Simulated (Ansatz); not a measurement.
# Cs8GeSn7I24: the cost of one run

Program: Ansatz 0.2.0, PAW, plane waves. These are calculated values, not measurements.

### 1 Starting point

40 atoms (8 Cs, 1 Ge, 7 Sn, 24 I); a = 12.314 Å, b = 12.314 Å, c = 12.314 Å, α = 90.00°, β = 90.00°, γ = 90.00°. All atoms were shaken off their sites by about 0.02 Å along each axis; atoms next to an added one may be pushed further to make room. Defect site 1: (0.500, 0.500, 0.500). Defect site 2: (0.250, 0.250, 0.250).

The runs, in order: (2) PBEsol relaxation at the single k point (¼, ¼, ¼), on 1 × NVIDIA H100 80GB HBM3 with 4 threads of AMD EPYC 7R13; (3) HSE06 single point at the single k point (¼, ¼, ¼), on 1 × NVIDIA H100 80GB HBM3 with 4 threads of AMD EPYC 7R13; (4) r²SCAN single point at the single k point (¼, ¼, ¼), on 4 threads of AMD EPYC 7R13.

### 2 Relaxing the atoms with PBEsol

Contents of in.yaml:

```yaml
crystal:
  lattice:
    - [12.314462, 0.000000, 0.000000]
    - [0.000000, 12.314462, 0.000000]
    - [0.000000, 0.000000, 12.314462]
  atoms:
    - { symbol: Cs, position: [0.001886, 0.999369, 0.997918] }
    - { symbol: Cs, position: [0.000450, 0.999319, 0.499706] }
    - { symbol: Cs, position: [0.998278, 0.500674, 0.000929] }
    - { symbol: Cs, position: [0.000561, 0.500851, 0.498606] }
    - { symbol: Cs, position: [0.498317, 0.999556, 0.001611] }
    - { symbol: Cs, position: [0.500414, 0.000091, 0.501591] }
    - { symbol: Cs, position: [0.500849, 0.499435, 0.000622] }
    - { symbol: Cs, position: [0.252029, 0.248787, 0.247785] }
    - { symbol: Ge, position: [0.497582, 0.501625, 0.503160] }
    - { symbol: Sn, position: [0.250354, 0.248577, 0.752103] }
    - { symbol: Sn, position: [0.249243, 0.752435, 0.249060] }
    - { symbol: Sn, position: [0.249018, 0.748804, 0.749810] }
    - { symbol: Sn, position: [0.752061, 0.249172, 0.250938] }
    - { symbol: Sn, position: [0.751378, 0.253049, 0.748549] }
    - { symbol: Sn, position: [0.749013, 0.750819, 0.249259] }
    - { symbol: Sn, position: [0.750494, 0.749209, 0.749806] }
    - { symbol: I, position: [0.249728, 0.253076, 0.999950] }
    - { symbol: I, position: [0.249519, 0.249337, 0.501757] }
    - { symbol: I, position: [0.250424, 0.750049, 0.000596] }
    - { symbol: I, position: [0.248301, 0.748298, 0.498682] }
    - { symbol: I, position: [0.749786, 0.252789, 0.996775] }
    - { symbol: I, position: [0.748597, 0.250403, 0.499175] }
    - { symbol: I, position: [0.751931, 0.750935, 0.000062] }
    - { symbol: I, position: [0.748788, 0.750114, 0.499524] }
    - { symbol: I, position: [0.001182, 0.251568, 0.247997] }
    - { symbol: I, position: [0.997420, 0.252155, 0.750328] }
    - { symbol: I, position: [0.998124, 0.750974, 0.250321] }
    - { symbol: I, position: [0.002642, 0.749385, 0.749467] }
    - { symbol: I, position: [0.503974, 0.249851, 0.249769] }
    - { symbol: I, position: [0.497680, 0.252264, 0.750223] }
    - { symbol: I, position: [0.501791, 0.751747, 0.250702] }
    - { symbol: I, position: [0.499097, 0.750010, 0.750423] }
    - { symbol: I, position: [0.249482, 0.996437, 0.250853] }
    - { symbol: I, position: [0.249118, 0.998933, 0.749784] }
    - { symbol: I, position: [0.252416, 0.503625, 0.249627] }
    - { symbol: I, position: [0.251035, 0.502099, 0.748682] }
    - { symbol: I, position: [0.750239, 0.001437, 0.247592] }
    - { symbol: I, position: [0.750465, 0.999362, 0.750528] }
    - { symbol: I, position: [0.752405, 0.501694, 0.247955] }
    - { symbol: I, position: [0.747689, 0.502134, 0.747512] }
  symmetry: { detect: false }
kpoints:
  mp_grid: { grid: [1, 1, 1], shift: [0.25, 0.25, 0.25] }
hamiltonian:
  xc: pbesol
scf:
  occupations: { method: fermi_dirac, width: 0.01 }
relax:
  f_tol: 0.03
  max_steps: 80
  escape_saddle: false
  adjacent_minimum: "off"
output:
  forces: true
  eigenvalues: true
  populations: true
```

Command:

```bash
$ ansatz run in.yaml --threads 4 --pin off --max-ram 42750MiB --runs-dir r --events-out ev --progress --plain --backend cuda --devices 0, --max-vram 37GiB
```

Q: Estimate wall time and peak memory on 1 × NVIDIA H100 80GB HBM3 with 4 threads of AMD EPYC 7R13, shared host.

About 48 s, with a peak of 1.9 GiB on the host.
